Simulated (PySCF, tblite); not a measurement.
**C₄H₇N₃SSi: geometry, infrared bands and NMR shifts**

Wanted: the infrared bands and NMR shifts of C₄H₇N₃SSi (`Cc1ncnnc1S[SiH3]`), by calculation.

Computed with tblite 0.8.0 and PySCF 2.14.0, with density-fitted response routines of our own, on a single molecule in the gas phase. Atoms are numbered from 0 throughout.

## 1. The starting structure

16 atoms, charge 0, multiplicity 1; geometry from: force field or distance geometry start.

Bonds of the start (Å): C0–C1 1.50, C1–N2 1.34, N2–C3 1.36, C3–N4 1.34, N4–N5 1.30, N5–C6 1.37, C6–S7 1.77, S7–Si8 2.15, C6–C1 1.39, C0–H9 1.10, C0–H10 1.11, C0–H11 1.11, C3–H12 1.09, Si8–H13 1.48, Si8–H14 1.47, Si8–H15 1.49.

## 2. Relaxing the molecule with GFN2-xTB

What the job is given:

```
{"job": {"kind": "relax", "xc": "GFN2-xTB", "basis": "xTB"}, "charge": 0, "multiplicity": 1}
C     -0.256200     1.930900     0.186300
C     -0.948500     0.627300    -0.104700
N     -2.218500     0.435900     0.263900
C     -2.816800    -0.748600    -0.015500
N     -2.130700    -1.737500    -0.607000
N     -0.888400    -1.593800    -0.975700
C     -0.261800    -0.406200    -0.724600
S      1.434800    -0.259700    -1.221700
Si     2.802400    -0.875700     0.321000
H      0.668600     1.747800     0.756500
H      0.016600     2.373900    -0.798500
H     -0.970900     2.573900     0.742300
H     -3.853200    -0.905500     0.287500
H      4.121400    -1.048700    -0.334700
H      2.905000     0.113400     1.404500
H      2.388700    -2.218400     0.809100
```

On the command line:

```console
> OMP_NUM_THREADS=1 python probes_run.py task.json out
```

This one command runs all jobs of the session in turn.

**Question.** This job is followed by: GFN2-xTB harmonic vibrations, gas phase; GIAO PBE0/pcSseg-1 NMR shielding, non-relativistic, gas phase. What will the session give for the following? strongest single infrared mode (GFN2-xTB); zero-point energy (GFN2-xTB); 13C shifts against TMS (PBE0/pcSseg-1); 1H shifts against TMS (PBE0/pcSseg-1, means over atoms taken as alike); 15N shifts against NH3 (PBE0/pcSseg-1); 33S shifts against CS2 (PBE0/pcSseg-1); 29Si shifts against TMS (PBE0/pcSseg-1).

As calculated:

| quantity | value |
| --- | --- |
| strongest single infrared mode (GFN2-xTB) | 837 cm⁻¹, 352 km/mol |
| zero-point energy (GFN2-xTB) | 66.4 kcal/mol |
| 13C shifts against TMS (PBE0/pcSseg-1) | 172.8, 165.0, 158.1, 24.9 ppm |
| 1H shifts against TMS (PBE0/pcSseg-1, means over atoms taken as alike) | 9.42, 4.85, 2.74 ppm |
| 15N shifts against NH3 (PBE0/pcSseg-1) | 420.3, 405.6, 335.1 ppm |
| 33S shifts against CS2 (PBE0/pcSseg-1) | -43 ppm |
| 29Si shifts against TMS (PBE0/pcSseg-1) | -77.7 ppm |

The optimisation took 112 steps and gained 0.855 eV; among the close pairs (by a distance rule), C6–S7 changed most, from 1.774 to 1.705 Å. All 42 modes are real, so the xTB geometry is a minimum. The strongest single mode, at 837 cm⁻¹, has its largest shares on H13, H15 and H14 (the list is cut at 3 atoms). GFN2-xTB is a fitted tight-binding method: band positions and strengths are rough. Its intensities can rank the bands wrongly. At PBE0/pcSseg-1: The largest span, 689 ppm, is at N4, where the paramagnetic term is -461 ppm. NICS(1)zz of -23 ppm above the planar ring from C1 marks a diatropic (aromatic) ring current.
